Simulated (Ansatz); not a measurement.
**CH₃Ga (triplet): the correlation ladder at a displaced geometry (v2), cc-pVDZ**

One table from this session's results is given with a row withheld; the runs are named, their logs left out.

Program: Ansatz 0.2.0, Gaussian basis. Level of theory: cc-pVDZ, core rule «outside noble gas», up to 15 orbitals frozen. These are calculated values, not measurements.

Plan: UHF; CCSD(T) on ROHF; CCSD(T) on UHF; BCCD(T) on ROHF; CISD; CCSDT(Q) on ROHF; CCSDT(Q) on UHF.

27 further runs of the same task are left out: 1 for a known fault of the program, 11 that didn't finish, 15 set aside as unsound or not needed.

### The system

The geometry is a PBE0/def2-TZVP stationary point (not a proven minimum) with its atoms shifted at random (size 0.100 Å). No spin-orbit coupling is included. The filled d shell of Ga may be among the frozen orbitals whatever the setting's name suggests; the logs give the count.

5 atoms, charge 0, spin multiplicity 3.

Atoms are counted from 1 here; the program's logs count them from 0.

Bond lengths: C1–Ga2 1.951 Å, C1–H3 1.074 Å, C1–H4 1.164 Å, Ga2–H5 1.564 Å. Angles: Ga2–C1–H3 122.6°, Ga2–C1–H4 122.1°, H3–C1–H4 114.3°, C1–Ga2–H5 124.3°.

As a file:

| atom | x (Å) | y (Å) | z (Å) |
| --- | --- | --- | --- |
| C1 | 0.1380 | 0.0785 | 1.6169 |
| Ga2 | -0.0268 | -0.0328 | -0.3242 |
| H3 | 0.0498 | 1.0051 | 2.1531 |
| H4 | 0.1329 | -0.8690 | 2.2924 |
| H5 | 0.0298 | 1.1997 | -1.2859 |

The first run:

Contents of in.yaml:

```yaml
crystal:
  periodic: [false, false, false]
  atoms:
    - {symbol: C, position_ang: [0.138026, 0.078492, 1.616864]}
    - {symbol: Ga, position_ang: [-0.026848, -0.032832, -0.324201]}
    - {symbol: H, position_ang: [0.049772, 1.005091, 2.153083]}
    - {symbol: H, position_ang: [0.132881, -0.868955, 2.292365]}
    - {symbol: H, position_ang: [0.029822, 1.199690, -1.285919]}
basis:
  gaussian: {orbitals: cc-pVDZ}
magnetization: {spin_polarized: true, initial_magnetization: 2}
hamiltonian: {xc: hf}
output: {orbitals: {seedname: orbitals}}
```

Run with:

```bash
$ ansatz run in.yaml --threads 1 --pin off --events-out ev --progress --plain --max-ram 2393MiB
```

Among the steps run: UHF; CCSD(T) on ROHF; CCSD(T) on UHF; BCCD(T) on ROHF; CISD; CCSDT(Q) on ROHF; CCSDT(Q) on UHF.

One of the session's tables, all rows but one given; the rest of the session is left out.

| method | from UCCSDT(Q) (meV) |
| --- | --- |
| ROHF | +5637.7 |
| UHF | ? |
| RMP2 | +1019.1 |
| UMP2 | +1021.2 |
| RCCSD | +170.8 |
| UCCSD | +161.4 |
| RCCSD(T) | +38.6 |
| UCCSD(T) | +31.9 |
| BCCD(T) | +38.5 |
| RCCSDT | +14.7 |
| UCCSDT | +7.5 |
| RCCSDT(Q) | +7.3 |
| UCCSDT(Q) | 0 |

Estimate the missing values for UHF.

As computed: from UCCSDT(Q) (meV): +5510.2. In the column «from UCCSDT(Q) (meV)» it lies between UMP2 (+1021.2) and ROHF (+5637.7).

Not comparable, so not listed: CISD (they don't share determinant, frozen orbitals or solution with the rows shown, or repeat one).

Limits of these values: Restricted and unrestricted rows rest on different reference determinants; where their highest levels disagree by more than a few hundredths of an eV, they describe different states and don't form one ladder.
